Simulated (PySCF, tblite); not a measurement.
# C2H3Ga: protonation, part 2 of 2

tblite 0.8.0 and PySCF 2.14.0. Atoms count from 0.

### 9 Geometry optimisation at PBE0-D3(BJ)/def2-SVP

This step treats C₂H₄Ga+, `C=[C+][GaH2]`.

Job settings and geometry (Å):

```
{"job": {"xc": "PBE0", "basis": "def2-SVP", "d3": "d3bj", "grid": 1, "kind": "geom"}, "charge": 1, "multiplicity": 1}
C     -1.575925    -0.105645     1.006823
C     -0.580374     0.228713     0.308225
Ga     1.256647     0.003083    -0.680951
H     -2.391196     0.586693     1.233486
H      1.978914     1.083498    -1.486598
H      1.365229    -1.486328    -0.211667
H     -1.788688    -1.069438     1.474716
```

Log:

```text
step   0  E = -2002.40913378  max force = 0.038162
step   1  E = -2002.41363991  max force = 0.009004
step   2  E = -2002.41463951  max force = 0.006268
step   3  E = -2002.41549146  max force = 0.003583
step   4  E = -2002.41591810  max force = 0.003901
step   5  E = -2002.41626862  max force = 0.002536
step   6  E = -2002.41629777  max force = 0.001234
step   7  E = -2002.41631680  max force = 0.000580
step   8  E = -2002.41632527  max force = 0.000474
step   9  E = -2002.41633161  max force = 0.000310
optimisation converged
```

Wall time 43 s (1 thread of AMD EPYC, shared host); peak memory 0.51 GiB.

Along the way:

```csv
step,energy from step 0 (eV),largest force component (eV/Å)
0,0.0000,1.9624
1,-0.1226,0.4630
2,-0.1498,0.3223
3,-0.1730,0.1842
4,-0.1846,0.2006
5,-0.1941,0.1304
6,-0.1949,0.0635
7,-0.1955,0.0298
8,-0.1957,0.0244
9,-0.1959,0.0159
```

Close pairs (by a distance rule), those that changed most:

| bond | before (Å) | after (Å) | change (Å) |
| --- | --- | --- | --- |
| C1–Ga2 | 2.099 | 2.020 | -0.079 |
| Ga2–H5 | 1.565 | 1.543 | -0.022 |
| C0–C1 | 1.261 | 1.280 | +0.019 |
| C0–H6 | 1.092 | 1.107 | +0.014 |
| Ga2–H4 | 1.529 | 1.543 | +0.014 |
| C0–H3 | 1.093 | 1.106 | +0.013 |

The end geometry stands in the next job.

| at the end point | value |
| --- | --- |
| point group (found at 0.08 Å tolerance) | C2v |
| rotational constants (GHz, main isotopes) | 82.612, 3.181, 3.063 |

### 10 Harmonic vibrations (C₂H₄Ga+): PBE0-D3(BJ)/def2-SVP

Job settings and geometry (Å):

```
{"job": {"xc": "PBE0", "basis": "def2-SVP", "d3": "d3bj", "grid": 2, "kind": "hessian"}, "charge": 1, "multiplicity": 1}
C     -1.616346    -0.054393     1.013149
C     -0.504589    -0.095451     0.379740
Ga     1.250314    -0.166426    -0.617935
H     -2.228627     0.866593     1.041784
H      1.509015     1.213355    -1.259516
H      1.851481    -1.579458    -0.464224
H     -1.996667    -0.943717     1.551069
```

Log:

```text
coarse grid: 27664 points
cycle   1  E = -2002.3703997538  dE = -1.421e-01  |g| = 5.123e-01  |ddm| = 2.711e+00
cycle   2  E = -2002.3276290985  dE =  4.277e-02  |g| = 7.116e-01  |ddm| = 9.674e-01
cycle   3  E = -2002.4123916764  dE = -8.476e-02  |g| = 1.216e-01  |ddm| = 5.586e-01
cycle   4  E = -2002.4160742902  dE = -3.683e-03  |g| = 3.244e-02  |ddm| = 1.302e-01
cycle   5  E = -2002.4163280389  dE = -2.537e-04  |g| = 2.785e-03  |ddm| = 2.969e-02
cycle   6  E = -2002.4163314164  dE = -3.377e-06  |g| = 6.322e-04  |ddm| = 5.458e-03
final grid: 57200 points
cycle   7  E = -2002.4163492998  dE =  5.165e-08  |g| = 8.637e-04  |ddm| = 1.754e-03
cycle   8  E = -2002.4163488320  dE =  4.677e-07  |g| = 1.549e-03  |ddm| = 2.293e-03
cycle   9  E = -2002.4163495367  dE = -7.046e-07  |g| = 1.459e-04  |ddm| = 1.409e-03
cycle  10  E = -2002.4163495435  dE = -6.822e-09  |g| = 2.001e-05  |ddm| = 1.561e-04
cycle  11  E = -2002.4163495436  dE = -9.413e-11  |g| = 6.565e-06  |ddm| = 2.118e-05
converged SCF energy = -2002.4163495436

mode    cm-1
  1     146.7
  2     199.7
  3     310.8
  4     345.0
  5     366.8
  6     603.7
  7     643.6
  8     665.3
  9     853.6
 10    1176.1
 11    1811.8
 12    2071.0
 13    2102.5
 14    3074.8
 15    3155.7
ZPE 104.836  H(298)-E 122.194  G(298)-E 32.835 kJ/mol  S 299.71 J/(mol K)
```

It took 89 s on 1 thread of AMD EPYC, shared host; peak memory 1.1 GiB.

Zero-point energy 104.84 kJ/mol (xTB gave 92.37).

### 11 Single point (C2H4Ga+): PBE0-D3(BJ)/def2-TZVP

Geometry: PBE0-D3(BJ)/def2-SVP.

The job, as its differences from that of step 10:

```diff
@@ -1,2 +1,2 @@
-{"job": {"xc": "PBE0", "basis": "def2-SVP", "d3": "d3bj", "grid": 2, "kind": "hessian"}, "charge": 1, "multiplicity": 1}
+{"job": {"kind": "sp", "xc": "PBE0", "basis": "def2-TZVP", "d3": "d3bj", "grid": 2}, "charge": 1, "multiplicity": 1}
 C     -1.616346    -0.054393     1.013149
```

Log:

```text
coarse grid: 27664 points
cycle   1  E = -2002.6847877965  dE = -1.067e-01  |g| = 7.680e-01  |ddm| = 2.071e+00
cycle   2  E = -2002.6238968519  dE =  6.089e-02  |g| = 1.066e+00  |ddm| = 9.570e-01
cycle   3  E = -2002.7457589007  dE = -1.219e-01  |g| = 1.215e-01  |ddm| = 5.701e-01
cycle   4  E = -2002.7490357097  dE = -3.277e-03  |g| = 4.914e-02  |ddm| = 9.411e-02
cycle   5  E = -2002.7496358259  dE = -6.001e-04  |g| = 4.092e-03  |ddm| = 3.162e-02
cycle   6  E = -2002.7496412648  dE = -5.439e-06  |g| = 8.437e-04  |ddm| = 5.804e-03
final grid: 57200 points
cycle   7  E = -2002.7496294355  dE =  5.761e-08  |g| = 1.069e-03  |ddm| = 2.212e-03
cycle   8  E = -2002.7496288165  dE =  6.190e-07  |g| = 1.847e-03  |ddm| = 2.006e-03
cycle   9  E = -2002.7496297847  dE = -9.682e-07  |g| = 2.186e-04  |ddm| = 1.157e-03
cycle  10  E = -2002.7496297985  dE = -1.380e-08  |g| = 2.787e-05  |ddm| = 1.628e-04
cycle  11  E = -2002.7496297986  dE = -1.660e-10  |g| = 9.341e-06  |ddm| = 2.193e-05
converged SCF energy = -2002.7496297986
```

It took 7.7 s on 1 thread of AMD EPYC, shared host; peak memory 0.54 GiB.

### 12 Single point (C₂H₃Ga): PBE0-D3(BJ)/def2-TZVP in cyclohexane

Geometry: PBE0-D3(BJ)/def2-SVP.

Job settings and geometry (Å):

```
{"job": {"kind": "sp", "xc": "PBE0", "basis": "def2-TZVP", "d3": "d3bj", "grid": 2, "solvent": "cyclohexane"}, "charge": 0, "multiplicity": 1}
C     -1.575386     0.270294     1.028383
C     -0.525136     0.096984     0.430829
Ga     1.114426    -0.189691    -0.519075
H     -2.498796     0.425153     1.559378
H      1.590953     0.916214    -1.514906
H      1.900226    -1.514387    -0.255177
```

Log:

```text
final grid: 51824 points
cycle   1  E = -2002.4617255883  dE = -7.911e-05  |g| = 8.028e-03  |ddm| = 9.456e-02
cycle   2  E = -2002.4617164254  dE =  9.163e-06  |g| = 1.105e-02  |ddm| = 2.092e-02
cycle   3  E = -2002.4617434080  dE = -2.698e-05  |g| = 2.434e-03  |ddm| = 7.467e-03
cycle   4  E = -2002.4617446230  dE = -1.215e-06  |g| = 8.573e-04  |ddm| = 2.093e-03
cycle   5  E = -2002.4617448008  dE = -1.778e-07  |g| = 2.344e-04  |ddm| = 7.181e-04
cycle   6  E = -2002.4617448096  dE = -8.803e-09  |g| = 5.137e-05  |ddm| = 2.360e-04
converged SCF energy = -2002.4617448096
```

Wall time 4.9 s (1 thread of AMD EPYC, shared host); peak memory 0.53 GiB.

### 13 Single point (C₂H₄Ga+): PBE0-D3(BJ)/def2-TZVP in cyclohexane

Geometry: PBE0-D3(BJ)/def2-SVP.

Job settings and geometry (Å):

```
{"job": {"kind": "sp", "xc": "PBE0", "basis": "def2-TZVP", "d3": "d3bj", "grid": 2, "solvent": "cyclohexane"}, "charge": 1, "multiplicity": 1}
C     -1.616346    -0.054393     1.013149
C     -0.504589    -0.095451     0.379740
Ga     1.250314    -0.166426    -0.617935
H     -2.228627     0.866593     1.041784
H      1.509015     1.213355    -1.259516
H      1.851481    -1.579458    -0.464224
H     -1.996667    -0.943717     1.551069
```

Log:

```text
final grid: 57200 points
cycle   1  E = -2002.7991348547  dE = -1.196e-04  |g| = 9.504e-03  |ddm| = 8.849e-02
cycle   2  E = -2002.7991004001  dE =  3.445e-05  |g| = 1.540e-02  |ddm| = 2.095e-02
cycle   3  E = -2002.7991619154  dE = -6.152e-05  |g| = 1.760e-03  |ddm| = 9.610e-03
cycle   4  E = -2002.7991626838  dE = -7.684e-07  |g| = 6.922e-04  |ddm| = 1.637e-03
cycle   5  E = -2002.7991627584  dE = -7.456e-08  |g| = 1.331e-04  |ddm| = 4.282e-04
cycle   6  E = -2002.7991627617  dE = -3.351e-09  |g| = 5.765e-05  |ddm| = 1.663e-04
converged SCF energy = -2002.7991627617
```

It took 5.5 s on 1 thread of AMD EPYC, shared host; peak memory 0.55 GiB.

### 14 Protonation: PBE0-D3(BJ)/def2-TZVP

This step combines the energies above: geometries from PBE0-D3(BJ)/def2-SVP, zero-point and thermal terms from PBE0-D3(BJ)/def2-SVP.

Job settings and geometry (Å):

```
{"job": {"kind": "pa", "geom": {"xc": "PBE0", "basis": "def2-SVP", "d3": "d3bj", "grid": 1}, "hess": 1, "level": {"xc": "PBE0", "basis": "def2-TZVP", "d3": "d3bj", "solvents": ["cyclohexane"]}}, "charge": 0, "multiplicity": 1}
C     -1.575386     0.270294     1.028383
C     -0.525136     0.096984     0.430829
Ga     1.114426    -0.189691    -0.519075
H     -2.498796     0.425153     1.559378
H      1.590953     0.916214    -1.514906
H      1.900226    -1.514387    -0.255177
```

Output (the driver's rows laid out field by field):

```text
protonation site by site, PBE0-D3(BJ)/def2-TZVP // PBE0-D3(BJ)/def2-SVP

row 1
  formula                 C2H4Ga
  charge                  1
  multiplicity            1
  smiles                  C=[C+][GaH2]
  kept                    yes
  pieces                  1
  point_group             C2v
  atom                    0
  element                 C
  electronic              763.29
  enthalpy                745.74
  free_energy             718.34
  solution                cyclohexane 840.94
  share_gas               1.0
  share_solution          cyclohexane 1.0
```

It took 4.4 min on 1 thread of AMD EPYC, shared host; peak memory 0.54 GiB.

Energy given off on adding a proton (kJ/mol, gas phase, 298 K for the thermal columns):

```
site       product  electronic  enthalpy  free energy
  C0  C=[C+][GaH2]       763.3     745.7        718.3
```

Free energies in a continuum (kJ/mol, same sign; the bare proton is left unsolvated, so these are no solution acidities or basicities): cyclohexane: C0 840.9.

### 15 Summary of results

This closing draws on all 2 parts.

| quantity | value |
| --- | --- |
| strongest single infrared mode (GFN2-xTB) | 1667 cm⁻¹, 755 km/mol |
| zero-point energy (GFN2-xTB) | 17.8 kcal/mol |
| point group | C2v |
| rotational constants (main isotopes) | 132.11, 3.63, 3.53 GHz |
| surface potential, 1st and 99th percentile | -0.85 V and 3.04 V |
| proton affinity (−ΔH), C0 (PBE0-D3(BJ)/def2-TZVP) | 745.7 kJ/mol |

What this shows: No mode is imaginary among the 12: a minimum at this level. The strongest single mode, at 1667 cm⁻¹, moves mainly H4 and H5. GFN2-xTB is a fitted tight-binding method: band positions and strengths are rough. Its intensities can rank the bands wrongly. The optimisation took 6 steps and gained 0.034 eV; among the close pairs (by a distance rule), C1–Ga2 changed most, from 1.954 to 1.916 Å (PBE0/def2-SVP). Steps that list no spin-orbit terms leave them out, which matters at and beside the heavy atoms. By nearest atom (PBE0/def2-TZVP), the HOMO sits on C0, C1 about 36 % each; H4, H5 about 11 % each and the LUMO on Ga2 48 %; H4, H5 about 14 % each. The proton affinity (−ΔH) at C0 is 745.7 kJ/mol at PBE0-D3(BJ)/def2-TZVP; zero-point and thermal terms move it by -17.6 kJ/mol from the electronic value.
